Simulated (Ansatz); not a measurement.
# C3H7NOSi: a ladder of functionals and wavefunction methods

An exercise on one series of results from a longer session: the logs are not shown, and one member is left open.

Program: Ansatz 0.2.0, Gaussian basis. Level of theory: functionals in def2-TZVPP, the program's frozen cores in correlated methods. These are calculated values, not measurements.

The runs, in order: LDA (SPW92), PBE-D4, revPBE-D4, BLYP-D4, r2SCAN-D4, B97M-V, PBE0-D4, B3LYP-D4, r2SCANh-D4, r2SCAN0-D4, HSE06-D4, BHLYP-D4, CAM-B3LYP-D4, LC-ωPBE, ωB97X-V, ωB97M-V, B2PLYP, PBE-QIDH; CCSD(T)/def2-SVP; CCSD(T)/def2-TZVPP; MP2/def2-QZVPP; extrapolation to the limit; RPA on PBE.

## Structure used throughout

All runs share one geometry, relaxed beforehand with PBE0-D4 in a triple-zeta def2 set.

SMILES `C=C1O[SiH2]C1N`, 13 atoms, charge 0, spin multiplicity 1.

Atoms are counted from 1 here; the program's logs count them from 0.

Bond lengths: C1–C2 1.323 Å, C1–H7 1.082 Å, C1–H8 1.082 Å, C2–O3 1.385 Å, C2–C5 1.529 Å, O3–Si4 1.691 Å, Si4–C5 1.891 Å, Si4–H9 1.486 Å, Si4–H10 1.484 Å, C5–N6 1.434 Å, C5–H11 1.096 Å, N6–H12 1.012 Å, N6–H13 1.012 Å. Angles: C2–C1–H7 121.4°, C2–C1–H8 119.6°, H7–C1–H8 118.9°, C1–C2–O3 125.1°, C1–C2–C5 131.3°, O3–C2–C5 103.5°, C2–O3–Si4 93.1°, O3–Si4–C5 79.3°, O3–Si4–H9 112.7°, O3–Si4–H10 113.0°, C5–Si4–H9 116.6°, C5–Si4–H10 121.9°, H9–Si4–H10 109.8°, C2–C5–Si4 81.2°, C2–C5–N6 121.7°, C2–C5–H11 108.5°, Si4–C5–N6 125.5°, Si4–C5–H11 107.3° and more.

The first run:

The input, in.yaml:

```yaml
crystal:
  periodic: [false, false, false]
  atoms:
    - {symbol: C, position_ang: [0.108980, -1.987923, -0.156577]}
    - {symbol: C, position_ang: [0.397608, -0.707633, -0.325521]}
    - {symbol: O, position_ang: [1.672975, -0.194003, -0.491503]}
    - {symbol: Si, position_ang: [1.197766, 1.371963, -0.067511]}
    - {symbol: C, position_ang: [-0.485731, 0.539819, -0.285169]}
    - {symbol: N, position_ang: [-1.593334, 0.650863, 0.619298]}
    - {symbol: H, position_ang: [0.883259, -2.743530, -0.141001]}
    - {symbol: H, position_ang: [-0.922137, -2.292245, -0.034413]}
    - {symbol: H, position_ang: [1.586472, 1.733659, 1.320754]}
    - {symbol: H, position_ang: [1.690716, 2.403890, -1.012923]}
    - {symbol: H, position_ang: [-0.827041, 0.757004, -1.304240]}
    - {symbol: H, position_ang: [-2.361770, 0.055281, 0.336987]}
    - {symbol: H, position_ang: [-1.327161, 0.378053, 1.556719]}
basis:
  gaussian: {orbitals: def2-TZVPP}
hamiltonian: {xc: lda}
output: {orbitals: {seedname: orbitals}}
```

Steps of the session up to this table: LDA; PBE-D4 (GGA); revPBE-D4 (GGA); BLYP-D4 (GGA); r2SCAN-D4 (meta-GGA); B97M-V (meta-GGA); PBE0-D4 (hybrid); B3LYP-D4 (hybrid); r2SCANh-D4 (hybrid); r2SCAN0-D4 (hybrid); HSE06-D4 (hybrid); BHLYP-D4 (hybrid); CAM-B3LYP-D4 (range-separated); LC-ωPBE (range-separated); ωB97X-V (range-separated); ωB97M-V (range-separated); B2PLYP (double hybrid); PBE-QIDH (double hybrid).

One of the session's tables, all rows but one given; the rest of the session is left out.

It belongs to the step «Frontier levels by functional». 

```
  functional  HOMO (eV)  gap (eV)
 LDA (SPW92)      -5.56      4.11
      PBE-D4      -5.39      4.18
   revPBE-D4      -5.33      4.22
     BLYP-D4      -5.26      4.18
   r2SCAN-D4          ?         ?
      B97M-V      -5.70      4.69
     PBE0-D4      -6.60      6.27
    B3LYP-D4      -6.39      5.83
  r2SCANh-D4      -6.07      5.52
  r2SCAN0-D4      -6.75      6.63
    HSE06-D4      -6.20      5.49
    BHLYP-D4      -7.66      8.19
CAM-B3LYP-D4      -7.94      8.59
     LC-ωPBE      -9.29     11.12
     ωB97X-V      -8.92     10.60
     ωB97M-V      -8.83     10.18
```

Q: Estimate the row for r2SCAN-D4 from the others.

Worked estimate for «HOMO (eV)». Against the share of exact exchange, r2SCANh-D4 (0.1, -6.07), r2SCAN0-D4 (0.25, -6.75) give a slope of -4.53 per unit share; at 0 the line stands at -5.62.

The run gave: HOMO (eV): -5.61; gap (eV): 4.77. In «HOMO (eV)» the line misses by -0.01.
